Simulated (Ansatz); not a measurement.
**F₃GaH₃P: geometry and vibrations**

The task is to find a stationary geometry of F₃GaH₃P, check the end point by its vibrations and derive ideal-gas thermochemistry.

The runs use Ansatz 0.2.0, Gaussian basis; RKS PBE0-D4/def2-TZVP.

Levels to be run: relaxation at PBE0-D4/def2-TZVP; harmonic vibrations at the same level.

1 further run of the same task is left out (set aside as unsound or not needed).

## Step 1: The system as given

SMILES `F[P+](F)(F)[GaH3-]`, 8 atoms, charge 0, spin multiplicity 1.

Atoms are counted from 1 here; the program's logs count them from 0.

Bond lengths: F1–P2 1.590 Å, P2–F3 1.651 Å, P2–F4 1.584 Å, P2–Ga5 2.748 Å, Ga5–H6 1.570 Å, Ga5–H7 1.576 Å, Ga5–H8 1.557 Å. Angles: F1–P2–F3 90.4°, F1–P2–F4 94.2°, F1–P2–Ga5 131.1°, F3–P2–F4 91.3°, F3–P2–Ga5 54.8°, F4–P2–Ga5 117.0°, P2–Ga5–H6 72.8°, P2–Ga5–H7 68.3°, P2–Ga5–H8 146.4°, H6–Ga5–H7 118.2°, H6–Ga5–H8 119.7°, H7–Ga5–H8 119.4°.

As a file:

```xyz
8
charge 0, multiplicity 1
F     1.2101   -0.9679    2.0803
P     1.0573   -0.0219    0.8109
F     0.0658   -1.1291    0.0916
F     2.3228   -0.6190    0.0691
Ga   -1.1310    0.5806   -0.7389
H    -1.4721    1.0075    0.7326
H     0.2036    1.1199   -1.3819
H    -2.2564    0.0300   -1.6635
```

The start is a GFN2-xTB geometry.

## Step 2: Optimising with PBE0-D4/def2-TZVP

Input file in.yaml:

```yaml
crystal:
  periodic: [false, false, false]
  atoms:
    - {symbol: F, position_ang: [1.210120, -0.967920, 2.080270]}
    - {symbol: P, position_ang: [1.057300, -0.021910, 0.810900]}
    - {symbol: F, position_ang: [0.065750, -1.129050, 0.091610]}
    - {symbol: F, position_ang: [2.322850, -0.619000, 0.069050]}
    - {symbol: Ga, position_ang: [-1.130990, 0.580570, -0.738950]}
    - {symbol: H, position_ang: [-1.472140, 1.007480, 0.732570]}
    - {symbol: H, position_ang: [0.203550, 1.119860, -1.381900]}
    - {symbol: H, position_ang: [-2.256440, 0.029970, -1.663540]}
basis:
  gaussian: {orbitals: def2-TZVP}
hamiltonian: {xc: pbe0, dispersion: d4}
relax: {f_tol: 0.005, max_steps: 150}
```

The run is started by

```
> ansatz run in.yaml --threads 4 --pin off --events-out ev --progress --plain --max-ram 10444MiB
```

Further steps of the session: Vibrations by finite differences.

Q: Predict the results of all the runs planned. Wanted: point group; shift from the start; total energy; dispersion term; dipole moment; lowest, highest wavenumber; zero-point energy.

The runs gave:

| quantity | value |
| --- | --- |
| point group | C1 |
| steps | 30 |
| shift from the start (rms) | 0.698 Å |
| total energy | -69854.2772 eV |
| dispersion term | -140 meV |
| dipole moment | 1.22 D |
| lowest, highest wavenumber | 30, 1988 cm⁻¹ |
| zero-point energy | 18.2 kcal/mol |
| entropy at 298.15 K | 399.2 J/(mol K) |

In words: The relaxed geometry lies 0.70 Å (rms) from the start; the bond that changed most is P2–F3, from 1.651 to 1.602 Å. The bonds at the end are not those of the start, so the run found another structure. All wavenumbers are real, so the end point is a minimum. The stiffest mode, 1988 cm⁻¹, is a Ga–H stretch, and 4 modes under 200 cm⁻¹ make the vibrational entropy uncertain. Harmonic hybrid wavenumbers usually lie a few per cent above measured fundamentals. The largest Mulliken charge, +0.70 e, sits on P2.
